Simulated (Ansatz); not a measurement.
**GeH6N2Si: one species, many methods**

An exercise on one series of results from a longer session: the logs are not shown, and one member is left open.

The runs use Ansatz 0.2.0, Gaussian basis; functionals in def2-TZVPP, the program's frozen cores in correlated methods.

Levels to be run: LDA (SPW92), PBE-D4, revPBE-D4, BLYP-D4, r2SCAN-D4, B97M-V, PBE0-D4, B3LYP-D4, r2SCANh-D4, r2SCAN0-D4, HSE06-D4, BHLYP-D4, CAM-B3LYP-D4, LC-ωPBE, ωB97X-V, ωB97M-V, B2PLYP, PBE-QIDH; CCSD(T)/def2-SVP; CCSD(T)/def2-TZVPP; MP2/def2-QZVPP; extrapolation to the limit; RPA on PBE.

### The relaxed structure

An earlier PBE0-D4 in a triple-zeta def2 set relaxation fixed the geometry.

SMILES `[NH]1[SiH2][NH][GeH2]1`, 10 atoms, charge 0, spin multiplicity 1.

Atoms are counted from 1 here; the program's logs count them from 0.

Bond lengths: N1–Si2 1.732 Å, N1–Ge4 1.850 Å, N1–H5 1.004 Å, Si2–N3 1.732 Å, Si2–H6 1.492 Å, Si2–H7 1.492 Å, N3–Ge4 1.850 Å, N3–H8 1.004 Å, Ge4–H9 1.543 Å, Ge4–H10 1.543 Å. Angles: Si2–N1–Ge4 93.5°, Si2–N1–H5 129.4°, Ge4–N1–H5 127.1°, N1–Si2–N3 90.1°, N1–Si2–H6 114.1°, N1–Si2–H7 115.9°, N3–Si2–H6 115.9°, N3–Si2–H7 114.1°, H6–Si2–H7 106.6°, Si2–N3–Ge4 93.5°, Si2–N3–H8 129.5°, Ge4–N3–H8 127.1°, N1–Ge4–N3 83.0°, N1–Ge4–H9 115.5°, N1–Ge4–H10 115.3°, N3–Ge4–H9 115.3°, N3–Ge4–H10 115.5°, H9–Ge4–H10 110.1°.

The first run:

Input file in.yaml:

```yaml
crystal:
  periodic: [false, false, false]
  atoms:
    - {symbol: N, position_ang: [-0.546353, 0.771358, -0.769865]}
    - {symbol: Si, position_ang: [0.441240, -0.629376, -1.016712]}
    - {symbol: N, position_ang: [0.594010, -0.827042, 0.696693]}
    - {symbol: Ge, position_ang: [-0.448649, 0.653686, 1.073638]}
    - {symbol: H, position_ang: [-0.614915, 1.608540, -1.320310]}
    - {symbol: H, position_ang: [1.708210, -0.359022, -1.756321]}
    - {symbol: H, position_ang: [-0.217361, -1.776671, -1.706112]}
    - {symbol: H, position_ang: [0.667378, -1.669820, 1.237879]}
    - {symbol: H, position_ang: [-1.781674, 0.357306, 1.791864]}
    - {symbol: H, position_ang: [0.281215, 1.819840, 1.772245]}
basis:
  gaussian: {orbitals: def2-TZVPP}
hamiltonian: {xc: lda}
output: {orbitals: {seedname: orbitals}}
```

On the command line:

```bash
$ ansatz run in.yaml --threads 4 --pin off --events-out ev --progress --plain --max-ram 10444MiB
```

Among the steps run: LDA; PBE-D4 (GGA); revPBE-D4 (GGA); BLYP-D4 (GGA); r2SCAN-D4 (meta-GGA); B97M-V (meta-GGA); PBE0-D4 (hybrid); B3LYP-D4 (hybrid); r2SCANh-D4 (hybrid); r2SCAN0-D4 (hybrid); HSE06-D4 (hybrid); BHLYP-D4 (hybrid); CAM-B3LYP-D4 (range-separated); LC-ωPBE (range-separated); ωB97X-V (range-separated); ωB97M-V (range-separated); B2PLYP (double hybrid); PBE-QIDH (double hybrid).

One table of the session follows, with a row left open; its other results are not shown here.

It belongs to the step «Frontier levels by functional». 

```
  functional  HOMO (eV)  gap (eV)
 LDA (SPW92)      -5.84      4.36
      PBE-D4      -5.77      4.53
   revPBE-D4      -5.73      4.61
     BLYP-D4      -5.66      4.54
   r2SCAN-D4      -6.05      5.16
      B97M-V      -6.19      5.13
     PBE0-D4      -7.07      6.68
    B3LYP-D4      -6.87      6.24
  r2SCANh-D4      -6.54      5.93
  r2SCAN0-D4      -7.27      7.08
    HSE06-D4      -6.68      5.91
    BHLYP-D4      -8.32      8.76
CAM-B3LYP-D4      -8.43      8.99
     LC-ωPBE      -9.77     11.54
     ωB97X-V          ?         ?
     ωB97M-V      -9.32     10.61
```

Q: Estimate the row for ωB97X-V from the others.

**Answer.** HOMO (eV): -9.44; gap (eV): 11.03. In the column «HOMO (eV)» it lies between LC-ωPBE (-9.77) and ωB97M-V (-9.32).
